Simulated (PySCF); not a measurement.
# C3H2BF2N: the cost of one run

Programs: PySCF 2.14.0, with density-fitted response routines of our own. Each step states its level of theory. These are calculated values for one molecule in the gas phase, unless marked as measured. Atoms count from 0, in the outputs and in this text.

## 1. The molecule as given

9 atoms, charge 0, multiplicity 1; geometry from: GFN2-xTB. The atoms were then displaced at random by about 0.01 Å, so the start is not that level's minimum.

Bonds of the start (Å): N0–C1 1.29, C1–C2 1.44, C2–C3 1.16, C3–B4 1.55, B4–F5 1.31, B4–F6 1.31, N0–H7 1.01, C1–H8 1.11.

## 2. Optimising the geometry at PBE0-D3(BJ)/def2-SVP

Job settings and geometry (Å):

```
{"job": {"xc": "PBE0", "basis": "def2-SVP", "d3": "d3bj", "grid": 1, "shake": 0.01, "kind": "geom"}, "charge": 0, "multiplicity": 1}
N      2.596230    -0.686940     0.238480
C      1.720280     0.174450     0.625560
C      0.332800     0.220320     0.257560
C     -0.770260     0.185910    -0.098620
B     -2.258580     0.164430    -0.532500
F     -3.183580    -0.483540     0.141010
F     -2.674200     0.813670    -1.585950
H      2.237280    -1.365950    -0.411060
H      2.057840     0.960520     1.331800
```

Started as:

```
> OMP_NUM_THREADS=1 python probes_run.py task.json out
```

This one command runs all jobs of the session in turn.

**Question.** How long does this first job take on 1 thread of Arm Neoverse V2, shared host, and how much memory does it need?

About 46 s, with a peak of 0.43 GiB.
